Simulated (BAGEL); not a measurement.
# RI-MP2/6-31G(d) (density fitting with cc-pvqz-jkfit, spherical functions) run of AlGeNH4O (SMILES [NH2][GeH]1[O][AlH]1)

Aim: the energy change on altering one bond length of AlGeNH4O at RI-MP2/6-31G* (density fitting with cc-pvqz-jkfit, spherical functions), from 2 runs. 

Program for the calculation: BAGEL 1.2.2.

4 further runs of the same task are left out: 4 set aside as unsound or not needed.

**1. The molecule**

AlGeNH4O: 8 atoms, total charge 0, spin state singlet. SMILES: `[NH2][GeH]1[O][AlH]1`. Geometry: relaxed at PBE0-D4/def2-TZVP. This is one conformer, not always the lowest.

Bond lengths: N1–Ge2 1.822 Å, Ge2–O3 1.896 Å, Ge2–Al4 2.331 Å, O3–Al4 1.699 Å, N1–H5 1.009 Å, N1–H6 1.008 Å, Ge2–H7 1.543 Å, Al4–H8 1.577 Å. Some angles: N1–Ge2–O3 114.7°, N1–Ge2–Al4 126.9°, O3–Ge2–Al4 46.0°, Ge2–O3–Al4 80.7°, Ge2–Al4–O3 53.4°, N1–Ge2–H7 103.9°, O3–Ge2–H7 108.8°, Al4–Ge2–H7 128.4°, Ge2–N1–H5 116.8°, Ge2–N1–H6 117.5°.

**2. The energy at RI-MP2/6-31G(d) (density fitting with cc-pvqz-jkfit, spherical functions)**

input.json reads:

```json
{ "bagel" : [

{
  "title" : "molecule",
  "basis" : "6-31gs.json",
  "df_basis" : "cc-pvqz-jkfit",
  "angstrom" : true,
  "geometry" : [
    { "atom" : "N", "xyz" : [      -1.000700,       1.330400,       0.514400 ] },
    { "atom" : "Ge", "xyz" : [       0.239100,       0.000100,       0.626900 ] },
    { "atom" : "O", "xyz" : [       1.177500,      -0.346000,      -0.983500 ] },
    { "atom" : "Al", "xyz" : [       0.431500,      -1.856900,      -0.769100 ] },
    { "atom" : "H", "xyz" : [      -0.662600,       2.276400,       0.611900 ] },
    { "atom" : "H", "xyz" : [      -1.682100,       1.271200,      -0.226100 ] },
    { "atom" : "H", "xyz" : [       1.237900,       0.511900,       1.685400 ] },
    { "atom" : "H", "xyz" : [       0.351700,      -3.244100,      -1.515600 ] }
  ]
},

{
  "title" : "hf",
  "charge" : 0
},

{
  "title" : "mp2",
  "charge" : 0,
  "ncore" : 16
}

]}
```

The basis set 6-31G* is read from a file made from the Basis Set Exchange's data (not shown).

On the command line:

```console
$ BAGEL_NUM_THREADS=1 BAGEL input.json > input.out
```

Log:

```text
* using 1 threads per process

  ===============================================================
  ===============================================================

  *** Geometry ***

  { "atom" : "N", "xyz" : [     -1.891049,      2.514092,      0.972075 ] },
  { "atom" : "Ge", "xyz" : [      0.451834,      0.000189,      1.184669 ] },
  { "atom" : "O", "xyz" : [      2.225153,     -0.653845,     -1.858546 ] },
  { "atom" : "Al", "xyz" : [      0.815417,     -3.509032,     -1.453388 ] },
  { "atom" : "H", "xyz" : [     -1.252133,      4.301773,      1.156323 ] },
  { "atom" : "H", "xyz" : [     -3.178708,      2.402220,     -0.427267 ] },
  { "atom" : "H", "xyz" : [      2.339292,      0.967351,      3.184944 ] },
  { "atom" : "H", "xyz" : [      0.664617,     -6.130461,     -2.864069 ] },

  Number of auxiliary basis functions:      782

  Since a DF basis is specified, we compute 2- and 3-index integrals:
    o Being stored without compression. Storage requirement is 0.046 GB

  Number of basis functions:       86
  Number of electrons      :       64

    * METHOD: MOLECULE                             0.56

  *** RHF ***

  === Nuclear Repulsion ===
   340.2933502514

      * DIIS with orbital gradients will be used.

  === RHF iteration (6-31gs.json) ===
      0      -2448.20366817          0.02628656           0.14
      1      -2448.28543890          0.02634647           0.14
      2      -2448.62075106          0.00283380           0.13
      3      -2448.62565171          0.00140589           0.13
      4      -2448.62704710          0.00021266           0.13
      5      -2448.62712290          0.00007786           0.13
      6      -2448.62713541          0.00003771           0.13
      7      -2448.62713785          0.00001735           0.13
      8      -2448.62713823          0.00000784           0.13
      9      -2448.62713830          0.00000241           0.14
     10      -2448.62713830          0.00000123           0.13
     11      -2448.62713830          0.00000061           0.12
     12      -2448.62713831          0.00000022           0.11
     13      -2448.62713831          0.00000011           0.11
     14      -2448.62713831          0.00000006           0.11
     15      -2448.62713831          0.00000003           0.11
     16      -2448.62713831          0.00000001           0.12
     17      -2448.62713831          0.00000001           0.12
    * SCF iteration converged.

    * Permanent dipole moment:
           (    0.508801,     0.506133,    -0.027960) a.u.

    * METHOD: HF                                   2.54

  *** RHF ***

  === Nuclear Repulsion ===
   340.2933502514

      * DIIS with orbital gradients will be used.

  === RHF iteration (6-31gs.json) ===
      0      -2448.62713831          0.00000001           0.11
    * SCF iteration converged.

    * Permanent dipole moment:
           (    0.508801,     0.506133,    -0.027961) a.u.

  === DF-MP2 calculation ===

    * freezing 16 orbitals
    * 3-index integral transformation done
    * assembly done

      MP2 correlation energy:   -0.6524527035      0.05

      MP2 total energy:       -2449.2795910088

    * METHOD: MP2                                  0.30

  ===============================================================
```

It took 3.9 s on 1 thread of Intel Xeon 6975P-C (Granite Rapids), shared host; peak memory 0.2 GiB.

**3. The distorted shape**

job.json reads:

```json
{ "bagel" : [

{
  "title" : "molecule",
  "basis" : "6-31gs.json",
  "df_basis" : "cc-pvqz-jkfit",
  "angstrom" : true,
  "geometry" : [
    { "atom" : "N", "xyz" : [   -1.169755,    0.857386,    0.465649 ] },
    { "atom" : "Ge", "xyz" : [    0.070045,   -0.472914,    0.578149 ] },
    { "atom" : "O", "xyz" : [    1.008445,   -0.819014,   -1.032251 ] },
    { "atom" : "Al", "xyz" : [    0.262445,   -2.329914,   -0.817851 ] },
    { "atom" : "H", "xyz" : [   -0.662600,    2.276400,    0.611900 ] },
    { "atom" : "H", "xyz" : [   -1.851155,    0.798186,   -0.274851 ] },
    { "atom" : "H", "xyz" : [    1.068845,    0.038886,    1.636649 ] },
    { "atom" : "H", "xyz" : [    0.182645,   -3.717114,   -1.564351 ] }
  ]
},
{
  "title" : "hf"
},
{
  "title" : "mp2",
  "ncore" : 16
}

]}
```

The basis set 6-31G* is read from a file made from the Basis Set Exchange's data (not shown).

On the command line:

```console
$ BAGEL_NUM_THREADS=1 BAGEL job.json > job.out
```

Log:

```text
* using 1 threads per process

  ===============================================================
  ===============================================================

  *** Geometry ***

  { "atom" : "N", "xyz" : [     -2.210517,      1.620225,      0.879949 ] },
  { "atom" : "Ge", "xyz" : [      0.132366,     -0.893678,      1.092543 ] },
  { "atom" : "O", "xyz" : [      1.905685,     -1.547712,     -1.950672 ] },
  { "atom" : "Al", "xyz" : [      0.495949,     -4.402899,     -1.545514 ] },
  { "atom" : "H", "xyz" : [     -1.252133,      4.301773,      1.156323 ] },
  { "atom" : "H", "xyz" : [     -3.498176,      1.508353,     -0.519393 ] },
  { "atom" : "H", "xyz" : [      2.019824,      0.073484,      3.092818 ] },
  { "atom" : "H", "xyz" : [      0.345149,     -7.024327,     -2.956195 ] },

  Number of auxiliary basis functions:      782

  Since a DF basis is specified, we compute 2- and 3-index integrals:
    o Being stored without compression. Storage requirement is 0.046 GB

  Number of basis functions:       86
  Number of electrons      :       64

    * METHOD: MOLECULE                             0.56

  *** RHF ***

  === Nuclear Repulsion ===
   337.7972569931

      * DIIS with orbital gradients will be used.

  === RHF iteration (6-31gs.json) ===
      0      -2448.08171285          0.02687011           0.17
      1      -2448.15886692          0.02722969           0.18
      2      -2448.52293367          0.00275581           0.13
      3      -2448.52769229          0.00170025           0.13
      4      -2448.52960519          0.00025943           0.13
      5      -2448.52971667          0.00008536           0.13
      6      -2448.52973248          0.00003378           0.13
      7      -2448.52973471          0.00001500           0.13
      8      -2448.52973497          0.00000734           0.13
      9      -2448.52973503          0.00000278           0.16
     10      -2448.52973504          0.00000155           0.13
     11      -2448.52973504          0.00000072           0.13
     12      -2448.52973504          0.00000032           0.13
     13      -2448.52973504          0.00000015           0.13
     14      -2448.52973504          0.00000009           0.13
     15      -2448.52973504          0.00000005           0.13
     16      -2448.52973504          0.00000002           0.12
     17      -2448.52973504          0.00000001           0.13
     18      -2448.52973504          0.00000001           0.13
    * SCF iteration converged.

    * Permanent dipole moment:
           (    0.461958,     0.592371,    -0.010601) a.u.

    * METHOD: HF                                   2.87

  *** RHF ***

  === Nuclear Repulsion ===
   337.7972569931

      * DIIS with orbital gradients will be used.

  === RHF iteration (6-31gs.json) ===
      0      -2448.52973504          0.00000000           0.13
    * SCF iteration converged.

    * Permanent dipole moment:
           (    0.461958,     0.592371,    -0.010601) a.u.

  === DF-MP2 calculation ===

    * freezing 16 orbitals
    * 3-index integral transformation done
    * assembly done

      MP2 correlation energy:   -0.6666744130      0.06

      MP2 total energy:       -2449.1964094574

    * METHOD: MP2                                  0.34

  ===============================================================
```

Run time: 4.2 s. Hardware: 1 thread of Intel Xeon 6975P-C (Granite Rapids), shared host; peak memory 0.2 GiB.

**4. Results**

At RI-MP2/6-31G* (density fitting with cc-pvqz-jkfit, spherical functions), 16 core orbitals frozen:

```
                                                         quantity           value
                                        first shape: total energy  -2449.27959 Eh
        first shape: correlation energy (16 core orbitals frozen)      -652.5 mEh
                                    distorted shape: total energy  -2449.19641 Eh
    distorted shape: correlation energy (16 core orbitals frozen)      -666.7 mEh
energy change with the N1–H5 bond stretched from 1.009 to 1.514 Å        2.263 eV
```

What this shows: With the N1–H5 bond stretched from 1.009 to 1.514 Å the energy rises by 2.26 eV (52 kcal/mol). The first shape isn't relaxed at this level, so the change isn't measured from a minimum.
